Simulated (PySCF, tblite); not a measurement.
# C₄H₇F₂O−: dynamics, then NMR shifts on frames, part 2 of 2

tblite 0.8.0 and PySCF 2.14.0. Atoms count from 0. The steps go on from the part before.

## Step 5: Shielding tensors: 625 fs, PBE0/pcSseg-1

The job: settings as JSON, then the geometry in Å.

```
{"job": {"kind": "nmr", "xc": "PBE0", "basis": "pcSseg-1", "pop": false}, "charge": -1, "multiplicity": 1}
C      2.013300    -1.400000    -0.120800
C      1.306300    -0.134000     0.431800
C     -0.174500    -0.079800    -0.097700
F     -0.160000    -0.031200    -1.437700
F     -0.736600     1.175100     0.276100
C     -1.102100    -1.107800     0.573800
O     -0.663200    -1.733700     1.606400
H      1.946000    -1.596200    -1.219900
H      1.533200    -2.283100     0.301300
H      3.078500    -1.325900     0.197500
H      1.784300     0.762800     0.190100
H      1.182800    -0.273700     1.503000
H     -1.331100    -1.749600    -0.294500
H     -2.013200    -0.505200     0.734800
```

With the program's defaults for keys left out, this is: GIAO PBE0/pcSseg-1 NMR shielding, non-relativistic, gas phase.

Log:

```text
coarse grid: 11944 points
cycle   1  E = -430.7134946348  dE =  8.459e-01  |g| = 1.156e+00  |ddm| = 3.128e+00
cycle   2  E = -428.2577162757  dE =  2.456e+00  |g| = 2.870e+00  |ddm| = 1.403e+01
cycle   3  E = -430.8841306868  dE = -2.626e+00  |g| = 6.377e-01  |ddm| = 1.390e+01
cycle   4  E = -430.9658910015  dE = -8.176e-02  |g| = 1.728e-01  |ddm| = 7.639e-01
cycle   5  E = -430.9718017640  dE = -5.911e-03  |g| = 5.322e-02  |ddm| = 3.047e-01
cycle   6  E = -430.9722260204  dE = -4.243e-04  |g| = 2.576e-02  |ddm| = 8.069e-02
cycle   7  E = -430.9723692834  dE = -1.433e-04  |g| = 3.277e-03  |ddm| = 2.137e-02
cycle   8  E = -430.9723712796  dE = -1.996e-06  |g| = 1.272e-03  |ddm| = 3.973e-03
final grid: 116856 points
cycle   9  E = -431.0380931495  dE = -3.907e-05  |g| = 9.953e-03  |ddm| = 2.453e-02
cycle  10  E = -431.0380705604  dE =  2.259e-05  |g| = 1.502e-02  |ddm| = 2.241e-02
cycle  11  E = -431.0381129553  dE = -4.239e-05  |g| = 1.440e-03  |ddm| = 1.557e-02
cycle  12  E = -431.0381133597  dE = -4.044e-07  |g| = 3.137e-04  |ddm| = 2.298e-03
cycle  13  E = -431.0381133755  dE = -1.576e-08  |g| = 1.368e-04  |ddm| = 4.903e-04
cycle  14  E = -431.0381133782  dE = -2.721e-09  |g| = 2.580e-05  |ddm| = 1.521e-04
cycle  15  E = -431.0381133783  dE = -1.185e-10  |g| = 7.156e-06  |ddm| = 3.448e-05
converged SCF energy = -431.0381133783

GIAO shielding tensors (ppm)
atom      isotropic    diamagn.    paramagn.     s11        s22        s33       span
  0 C      172.784     246.009     -73.225    159.030    169.777    189.545     30.515
  1 C      155.479     250.790     -95.311    137.106    155.405    173.928     36.822
  2 C       41.962     242.631    -200.669     20.424     48.156     57.307     36.882
  3 F      325.649     476.816    -151.167    237.872    339.242    399.833    161.962
  4 F      267.963     478.752    -210.789    179.672    261.086    363.131    183.459
  5 C      102.027     236.241    -134.215     71.546     87.602    146.931     75.385
  6 O      285.414     399.435    -114.021    155.693    294.002    406.546    250.853
  7 H       30.320      29.441       0.879     26.075     29.301     35.584      9.509
  8 H       29.020      28.865       0.155     23.434     29.032     34.595     11.161
  9 H       30.783      27.501       3.283     26.056     28.410     37.885     11.829
 10 H       32.129      33.595      -1.465     27.726     31.735     36.927      9.201
 11 H       28.050      31.369      -3.319     24.788     26.806     32.556      7.769
 12 H       25.945      28.687      -2.741     21.708     26.128     30.001      8.293
 13 H       25.932      28.700      -2.767     20.768     26.246     30.783     10.015
```

Run time: 16 s. Hardware: 1 thread of Arm Neoverse V1, shared host; peak memory 0.78 GiB.

This run: δ C2 145.0, C5 84.9, C1 31.4, C0 14.1, H13 5.78, H12 5.77 ppm.

## Step 6: Nuclear shieldings: 800 fs, PBE0/pcSseg-1

The job: settings as JSON, then the geometry in Å.

```
{"job": {"kind": "nmr", "xc": "PBE0", "basis": "pcSseg-1", "pop": false}, "charge": -1, "multiplicity": 1}
C      2.286900    -1.361800     0.021300
C      1.383800    -0.305700     0.686800
C     -0.048400    -0.094700     0.143900
F     -0.139700    -0.498700    -1.178800
F     -0.228600     1.350700     0.152500
C     -1.175100    -0.792700     0.997300
O     -0.710200    -1.640400     1.843800
H      2.599500    -1.343700    -1.010000
H      1.723500    -2.315500     0.141400
H      3.199300    -1.430600     0.607700
H      1.928900     0.721800     0.680400
H      1.256500    -0.533700     1.774400
H     -1.984700    -1.179900     0.180600
H     -1.837900     0.031700     1.481700
```

Method: GIAO PBE0/pcSseg-1 NMR shielding, non-relativistic, gas phase.

Log:

```text
coarse grid: 11944 points
cycle   1  E = -430.7011014398  dE =  6.171e-01  |g| = 1.169e+00  |ddm| = 3.083e+00
cycle   2  E = -428.7925363418  dE =  1.909e+00  |g| = 2.859e+00  |ddm| = 9.776e+00
cycle   3  E = -430.9039038556  dE = -2.111e+00  |g| = 5.552e-01  |ddm| = 9.477e+00
cycle   4  E = -430.9604447714  dE = -5.654e-02  |g| = 1.838e-01  |ddm| = 7.695e-01
cycle   5  E = -430.9652610424  dE = -4.816e-03  |g| = 4.366e-02  |ddm| = 1.558e-01
cycle   6  E = -430.9656153309  dE = -3.543e-04  |g| = 2.027e-02  |ddm| = 5.184e-02
cycle   7  E = -430.9657056702  dE = -9.034e-05  |g| = 3.206e-03  |ddm| = 1.963e-02
cycle   8  E = -430.9657074417  dE = -1.771e-06  |g| = 1.417e-03  |ddm| = 4.479e-03
final grid: 116856 points
cycle   9  E = -431.0322786133  dE = -3.477e-05  |g| = 1.074e-02  |ddm| = 2.394e-02
cycle  10  E = -431.0322470432  dE =  3.157e-05  |g| = 1.717e-02  |ddm| = 2.435e-02
cycle  11  E = -431.0323006670  dE = -5.362e-05  |g| = 1.461e-03  |ddm| = 1.717e-02
cycle  12  E = -431.0323011059  dE = -4.390e-07  |g| = 3.408e-04  |ddm| = 2.175e-03
cycle  13  E = -431.0323011230  dE = -1.706e-08  |g| = 1.533e-04  |ddm| = 5.143e-04
cycle  14  E = -431.0323011267  dE = -3.698e-09  |g| = 2.625e-05  |ddm| = 1.513e-04
cycle  15  E = -431.0323011268  dE = -1.328e-10  |g| = 7.337e-06  |ddm| = 3.296e-05
converged SCF energy = -431.0323011268

GIAO shielding tensors (ppm)
atom      isotropic    diamagn.    paramagn.     s11        s22        s33       span
  0 C      174.934     243.074     -68.140    164.283    168.873    191.647     27.364
  1 C      147.811     249.539    -101.728    117.138    152.422    173.874     56.736
  2 C       37.443     239.195    -201.752     30.882     34.867     46.579     15.697
  3 F      296.169     477.123    -180.954    198.809    343.996    345.701    146.892
  4 F      251.623     478.279    -226.656    151.490    235.846    367.533    216.043
  5 C       89.331     235.269    -145.938     62.081     66.567    139.345     77.263
  6 O      235.203     397.828    -162.625     72.458    270.292    362.859    290.401
  7 H       31.130      29.960       1.170     27.074     29.373     36.942      9.868
  8 H       29.826      27.868       1.958     24.903     28.792     35.781     10.878
  9 H       31.398      27.640       3.758     26.580     29.243     38.370     11.789
 10 H       29.085      30.334      -1.249     24.363     29.082     33.810      9.448
 11 H       26.738      29.771      -3.033     23.551     25.688     30.976      7.425
 12 H       24.171      25.958      -1.787     21.142     24.139     27.233      6.091
 13 H       24.395      27.052      -2.656     19.825     23.865     29.496      9.671
```

Wall time 16 s (1 thread of Arm Neoverse V1, shared host); peak memory 0.78 GiB.

Key values: δ C2 149.5, C5 97.6, C1 39.1, C0 12.0, H12 7.55, H13 7.32 ppm.

## Step 7: Shielding tensors: 1000 fs, PBE0/pcSseg-1

The job: settings as JSON, then the geometry in Å.

```
{"job": {"kind": "nmr", "xc": "PBE0", "basis": "pcSseg-1", "pop": false}, "charge": -1, "multiplicity": 1}
C      2.438400    -1.160300     0.609400
C      1.356000    -0.059100     0.893700
C      0.009000    -0.178700     0.194100
F      0.056700    -1.066700    -0.846700
F     -0.188100     1.030900    -0.448900
C     -1.292900    -0.440200     1.145100
O     -1.323600    -1.690000     1.460400
H      2.673400    -1.132700    -0.427800
H      2.135300    -2.161100     0.995000
H      3.306600    -0.996900     1.313000
H      1.739600     0.814900     0.470500
H      1.173200    -0.110300     1.913200
H     -2.156300    -0.063700     0.443500
H     -1.096900     0.352000     1.949800
```

Method: GIAO PBE0/pcSseg-1 NMR shielding, non-relativistic, gas phase.

Log:

```text
coarse grid: 11944 points
cycle   1  E = -430.6933951833  dE =  7.870e-01  |g| = 1.160e+00  |ddm| = 3.123e+00
cycle   2  E = -427.9810457066  dE =  2.712e+00  |g| = 2.934e+00  |ddm| = 1.377e+01
cycle   3  E = -430.8614297487  dE = -2.880e+00  |g| = 6.550e-01  |ddm| = 1.368e+01
cycle   4  E = -430.9487808064  dE = -8.735e-02  |g| = 1.775e-01  |ddm| = 7.605e-01
cycle   5  E = -430.9547731160  dE = -5.992e-03  |g| = 5.901e-02  |ddm| = 3.066e-01
cycle   6  E = -430.9553070204  dE = -5.339e-04  |g| = 2.694e-02  |ddm| = 7.950e-02
cycle   7  E = -430.9554593665  dE = -1.523e-04  |g| = 3.345e-03  |ddm| = 2.193e-02
cycle   8  E = -430.9554615937  dE = -2.227e-06  |g| = 1.392e-03  |ddm| = 4.768e-03
final grid: 116856 points
cycle   9  E = -431.0222147480  dE = -3.434e-05  |g| = 1.176e-02  |ddm| = 2.670e-02
cycle  10  E = -431.0221772761  dE =  3.747e-05  |g| = 1.873e-02  |ddm| = 2.683e-02
cycle  11  E = -431.0222404916  dE = -6.322e-05  |g| = 1.755e-03  |ddm| = 1.962e-02
cycle  12  E = -431.0222411421  dE = -6.505e-07  |g| = 3.026e-04  |ddm| = 2.520e-03
cycle  13  E = -431.0222411540  dE = -1.188e-08  |g| = 1.489e-04  |ddm| = 4.123e-04
cycle  14  E = -431.0222411573  dE = -3.329e-09  |g| = 2.190e-05  |ddm| = 1.217e-04
cycle  15  E = -431.0222411574  dE = -9.857e-11  |g| = 6.747e-06  |ddm| = 3.533e-05
converged SCF energy = -431.0222411574

GIAO shielding tensors (ppm)
atom      isotropic    diamagn.    paramagn.     s11        s22        s33       span
  0 C      169.175     244.728     -75.553    149.493    171.412    186.619     37.126
  1 C      155.398     250.898     -95.499    129.861    152.702    183.632     53.770
  2 C       55.829     240.703    -184.874     42.231     55.037     70.218     27.986
  3 F      325.006     477.311    -152.304    211.289    354.947    408.782    197.493
  4 F      283.881     478.670    -194.789    191.938    298.291    361.415    169.477
  5 C       82.452     239.981    -157.529     46.147     67.331    133.877     87.730
  6 O      249.379     397.020    -147.641     78.746    316.505    352.886    274.140
  7 H       30.680      30.097       0.583     26.349     29.421     36.270      9.920
  8 H       29.909      28.747       1.162     26.092     28.496     35.140      9.047
  9 H       30.256      27.024       3.232     26.244     27.845     36.680     10.435
 10 H       31.116      33.594      -2.478     26.021     32.234     35.093      9.073
 11 H       30.100      32.863      -2.763     25.369     30.335     34.596      9.228
 12 H       24.588      27.500      -2.912     20.397     24.357     29.011      8.614
 13 H       25.195      28.581      -3.386     21.954     24.762     28.869      6.915
```

It took 16 s on 1 thread of Arm Neoverse V1, shared host; peak memory 0.78 GiB.

This run: δ C2 131.1, C5 104.5, C1 31.5, C0 17.8, H12 7.13, H13 6.52 ppm.

## Step 8: Comparing the runs: NMR shifts

Shifts (ppm) of some atoms, chosen among heavy atoms and hydrogens apart, with basis size and wall time:

| frame | C2 | C5 | H11 | H10 | F4 | F3 | O6 | functions | time |
| --- | --- | --- | --- | --- | --- | --- | --- | --- | --- |
| 250 fs | 145.2 | 95.7 | 5.38 | 0.75 | -102.9 | -137.8 | 107.4 | 154 | 16 s |
| 425 fs | 142.7 | 92.9 | 4.42 | 0.35 | -141.7 | -158.7 | 105.6 | 154 | 16 s |
| 625 fs | 145.0 | 84.9 | 3.67 | -0.41 | -97.0 | -154.7 | 50.7 | 154 | 16 s |
| 800 fs | 149.5 | 97.6 | 4.98 | 2.63 | -80.7 | -125.2 | 100.9 | 154 | 16 s |
| 1000 fs | 131.1 | 104.5 | 1.62 | 0.60 | -112.9 | -154.1 | 86.7 | 154 | 16 s |

## Step 9: Summary of results

The summary covers parts 1 to 2.

```
                                        quantity                                          value
                                      thermostat                                          400 K
                   mean temperature, second half                                          373 K
         mean potential energy above the minimum                                        0.70 eV
  ¹³C shifts against TMS (PBE0/pcSseg-1, 250 fs)                    145.2, 95.7, 30.0, 10.4 ppm
   ¹H shifts against TMS (PBE0/pcSseg-1, 250 fs)  7.27, 6.66, 5.38, 1.76, 0.75, 0.71, -0.58 ppm
¹⁹F shifts against CFCl3 (PBE0/pcSseg-1, 250 fs)                             -102.9, -137.8 ppm
  ¹⁷O shifts against H2O (PBE0/pcSseg-1, 250 fs)                                      107.4 ppm
                        range of the shift of F4                            -141.7 to -80.7 ppm
```

In words: In the second half the potential energy averages 0.70 eV above the minimum; equipartition over 36 harmonic modes at 400 K would give 0.62 eV. With 14 atoms the temperature swings widely (173 to 585 K). Shifts at one fixed geometry are not the observed spectrum, which averages over the motion. In the first frame run (250 fs): The largest span, 314 ppm, is at O6, where the paramagnetic term is -174 ppm. Across the 5 runs the shift of F4 moves most, between -141.7 (425 fs) and -80.7 ppm (800 fs). At PBE0/pcSseg-1 the HOMO lies above zero (+0.17 eV), as often for anions in the gas phase: self-interaction error lifts it, or the electron is held by the finite basis alone; counter-ions and solvent are missing.
